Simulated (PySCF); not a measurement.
**TlN+: from the state search to spectroscopic constants**

What are the lowest state that PBE0 finds, the bond length, vibrational wavenumber and bond energy of TlN+, and how much do these hang on the method?

Program: PySCF 2.14.0. Level of theory: Tl aug-cc-pVDZ-PP with ECP60, N aug-cc-pVDZ, scalar-relativistic core potentials. These are calculated values, not measurements.

### 1 The job

The job is set up so:

```yaml
atoms: Tl, N
charge: 1
basis: Tl aug-cc-pVDZ-PP with ECP60, N aug-cc-pVDZ
Hamiltonian: scalar-relativistic core potentials
basis_functions: 55
electrons_treated: 27
masses_in_u: 204.9744, 14.0031
levels: PBE0, PBE, r²SCAN, B97-3, PW91, BHandHLYP, CAM-B3LYP, HF, MP2, SCS-MP2, CCSD, CCSD(T)
grid: 80 radial by 434 angular points
occupations: held fixed by the projection of orbital angular momentum
dissociation_limit: Tl+ + N, each in its ground configuration
starting_distance_in_angstrom: 2.185
values_of_2S_to_try: 1, 3
```

Started as:

```sh
OMP_NUM_THREADS=1 python dia.py task.json out
```

After this run come: First curve: PBE0; Excited determinants; PBE; r²SCAN (meta-GGA); B97-3 (global hybrid GGA); PW91; BHandHLYP (global hybrid GGA); CAM-B3LYP (range-separated hybrid); UHF (mean field); Adding correlation.

Before running it: what results should come out? Wanted: for each run, Re; ωe; De; μ.

As calculated:

Lowest PBE0 solution found, without spin–orbit coupling: ⁴Σ⁻ (quartet), unpaired electrons σ ↑, π ↑↑. State 2 has its PBE0 minimum 1.14 eV higher, as a spin-mixed determinant (⟨S²⟩ = 1.76), so this is no gap between pure states. State 3 has its PBE0 minimum 1.17 eV higher, as a spin-mixed determinant (⟨S²⟩ = 1.76), so this is no gap between pure states. The other levels ran on the lowest alone.

| level | Re (Å) | ωe (cm⁻¹) | De (eV) | μ (D) |
| --- | --- | --- | --- | --- |
| UHF | 3.601 | 48.4 | 0.035 | -0.60 |
| UHF-MP2 | 3.196 | 82.5 | 0.086 | n/a |
| UHF-SCS-MP2 | 3.260 | 75.3 | 0.074 | n/a |
| UHF-CCSD | 3.224 | 79.1 | 0.082 | n/a |
| UHF-CCSD(T) | 3.189 | 82.9 | 0.088 | n/a |
| PBE | 2.956 | 106.8 | 0.133 | 0.18 |
| PW91 | 2.938 | 109.7 | 0.153 | 0.20 |
| r²SCAN | 2.956 | 109.6 | 0.128 | 0.16 |
| PBE0 | 3.039 | 95.8 | 0.100 | -0.01 |
| B97-3 | 3.142 | 91.3 | 0.081 | -0.17 |
| BHandHLYP | 3.139 | 84.6 | 0.074 | -0.18 |
| CAM-B3LYP | 3.047 | 96.2 | 0.094 | -0.04 |

De is counted to Tl+ + N in their ground configurations. A positive dipole points from Tl to N; in an ion it is taken about the centre of mass and does not tell which atom is negative.

In words: The methods spread over 0.663 Å in bond length, from PW91 to UHF. CCSD(T) can't serve as the judge here: for a weak bond in this basis it is far from its limit. Among the levels with a De in the table, it runs from 0.035 eV (UHF) to 0.153 eV (PW91).

Correlated steps freeze 5 core orbitals. Spin–orbit coupling is left out, which matters for elements this heavy, above all for dissociation energies. The bond is weak, and basis-set superposition, which was not computed, may be a sizeable part of it. With spin–orbit coupling the term label itself may not hold.
